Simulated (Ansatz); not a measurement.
# C2H6SSi: the cost of one run

The runs use Ansatz 0.2.0; RKS B3LYP-D4/def2-SVP.

## (1) The system as given

SMILES `C1CS[SiH2]1`, 10 atoms, charge 0, spin multiplicity 1.

Atoms are counted from 1 here; the program's logs count them from 0.

Bond lengths: C1–C2 1.552 Å, C1–Si4 1.903 Å, C1–H5 1.108 Å, C1–H6 1.109 Å, C2–S3 1.882 Å, C2–H7 1.109 Å, C2–H8 1.109 Å, S3–Si4 2.170 Å, Si4–H9 1.507 Å, Si4–H10 1.508 Å. Angles: C2–C1–Si4 94.4°, C2–C1–H5 113.9°, C2–C1–H6 111.6°, Si4–C1–H5 117.5°, Si4–C1–H6 111.1°, H5–C1–H6 107.9°, C1–C2–S3 103.6°, C1–C2–H7 114.2°, C1–C2–H8 112.5°, S3–C2–H7 109.4°, S3–C2–H8 108.7°, H7–C2–H8 108.2°, C2–S3–Si4 77.5°, C1–Si4–S3 83.0°, C1–Si4–H9 117.4°, C1–Si4–H10 116.0°, S3–Si4–H9 116.1°, S3–Si4–H10 115.6° and more.

Coordinates:

```mol
C2H6SSi
  3D, bonds by distance, orders not assigned

 10 10  0  0  0  0  0  0  0  0999 V2000
   -0.6990    0.2730   -0.3731 C   0  0
   -0.1148   -1.1612   -0.4719 C   0  0
    1.2402   -1.1792    0.8342 S   0  0
    0.6898    0.9179    0.7571 Si  0  0
   -0.8351    0.7718   -1.3535 H   0  0
   -1.6761    0.2802    0.1514 H   0  0
   -0.8459   -1.9663   -0.2556 H   0  0
    0.3430   -1.3658   -1.4606 H   0  0
    0.2827    1.5448    2.0659 H   0  0
    1.6982    1.8337    0.1090 H   0  0
  1  2  8  0
  1  4  8  0
  1  5  8  0
  1  6  8  0
  2  3  8  0
  2  7  8  0
  2  8  8  0
  3  4  8  0
  4  9  8  0
  4 10  8  0
M  END
```

## (2) Relaxation

File input.yaml:

```yaml
crystal:
  periodic: [false, false, false]
  atoms:
    - { symbol: C, position_ang: [-0.699, 0.272973, -0.373073] }
    - { symbol: C, position_ang: [-0.114817, -1.161158, -0.471918] }
    - { symbol: S, position_ang: [1.240216, -1.179209, 0.834221] }
    - { symbol: Si, position_ang: [0.689754, 0.917941, 0.757099] }
    - { symbol: H, position_ang: [-0.835053, 0.77175, -1.353491] }
    - { symbol: H, position_ang: [-1.676096, 0.280158, 0.151355] }
    - { symbol: H, position_ang: [-0.845868, -1.966293, -0.255557] }
    - { symbol: H, position_ang: [0.343025, -1.365771, -1.460594] }
    - { symbol: H, position_ang: [0.282688, 1.544839, 2.065872] }
    - { symbol: H, position_ang: [1.698151, 1.833668, 0.108986] }
basis:
  gaussian: { orbitals: def2-SVP }
hamiltonian:
  xc: { name: B3LYP }
  dispersion: d4
output:
  forces: true
relax:
  f_tol: 0.003
  max_steps: 120
```

Command:

```console
ansatz run input.yaml --threads 1 --pin off --max-ram 2560MiB --backend cpu --events-out ev --progress --plain --runs-dir out
```

What time and memory should one allow on 1 thread of AMD EPYC 9R45 (Zen 5), shared host?

About 28 s, with a peak of 0.21 GiB.
